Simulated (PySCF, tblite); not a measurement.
# C₃H₈Ge₂: geometry, infrared bands and NMR shifts

Aim: predict the infrared bands and NMR shifts of C₃H₈Ge₂ (`[GeH3][GeH2][C]1=CC1`).

Computed with tblite 0.8.0 and PySCF 2.14.0, with density-fitted response routines of our own, on a single molecule in the gas phase. Atoms are numbered from 0 throughout.

### Step 1. The starting structure

13 atoms, charge 0, multiplicity 1; geometry from: force field or distance geometry start.

Bonds of the start (Å): Ge0–Ge1 2.38, Ge1–C2 1.94, C2–C3 1.35, C3–C4 1.50, C4–C2 1.48, Ge0–H5 1.56, Ge0–H6 1.56, Ge0–H7 1.55, Ge1–H8 1.58, Ge1–H9 1.52, C3–H10 1.08, C4–H11 1.13, C4–H12 1.11.

### Step 2. Optimising the geometry with GFN2-xTB

The job: settings as JSON, then the geometry in Å.

```
{"job": {"kind": "relax", "xc": "GFN2-xTB", "basis": "xTB"}, "charge": 0, "multiplicity": 1}
Ge    -2.349100     0.035900     0.337300
Ge    -0.523400    -0.782400    -0.955300
C      1.063600     0.016100    -0.182600
C      1.768800     1.169700    -0.154400
C      2.283600     0.018700     0.663500
H     -1.858500     1.255300     1.174400
H     -3.479200     0.588500    -0.591800
H     -2.892800    -1.047700     1.307800
H     -0.501600    -2.338100    -0.686200
H     -0.670700    -0.529900    -2.445800
H      1.907200     2.200600    -0.460500
H      3.095600    -0.617200     0.208700
H      2.152100     0.031000     1.767300
```

Run with:

```console
> OMP_NUM_THREADS=1 python probes_run.py task.json out
```

The driver reads the jobs from task.json and runs them one after another.

**Question.** This job is followed by: GFN2-xTB harmonic vibrations, gas phase; GIAO PBE0/pcSseg-1 NMR shielding, non-relativistic, gas phase. Predict these results of the whole session: strongest single infrared mode (GFN2-xTB); zero-point energy (GFN2-xTB); 13C shifts against TMS (PBE0/pcSseg-1); 1H shifts against TMS (PBE0/pcSseg-1, means over atoms taken as alike); 73Ge shifts against GeMe4 (PBE0/pcSseg-1); surface potential, 1st and 99th percentile.

**Answer**, as computed:

| quantity | value |
| --- | --- |
| strongest single infrared mode (GFN2-xTB) | 2031 cm⁻¹, 586 km/mol |
| zero-point energy (GFN2-xTB) | 51.6 kcal/mol |
| 13C shifts against TMS (PBE0/pcSseg-1) | 136.0, 122.6, 6.9 ppm |
| 1H shifts against TMS (PBE0/pcSseg-1, means over atoms taken as alike) | 8.16, 4.45, 3.28, 0.90 ppm |
| 73Ge shifts against GeMe4 (PBE0/pcSseg-1) | -260, -361 ppm |
| surface potential, 1st and 99th percentile | -0.38 V and 1.11 V |

Over 115 steps the energy fell by 0.446 eV; of the close pairs, Ge1–H8 changed most, 1.579 to 1.508 Å. The lowest mode is slightly imaginary (19i cm⁻¹), a soft motion within the noise of the Hessian, so the minimum is not strictly shown. GFN2-xTB is a fitted tight-binding method: band positions and strengths are rough. Its intensities can rank the bands wrongly. At PBE0/pcSseg-1: Shielding is most anisotropic at C3 (span 294 ppm, paramagnetic term -208 ppm). At PBE0/pcSseg-1, counted by nearest atom on the grid, the HOMO lies on C2, C3 about 30 % each; H11, H12 about 11 % each, the LUMO on C2, C3 about 29 % each; Ge0, Ge1 about 8 % each. Spin-orbit coupling is left out, which matters for shieldings and couplings at and beside the heavy atoms.
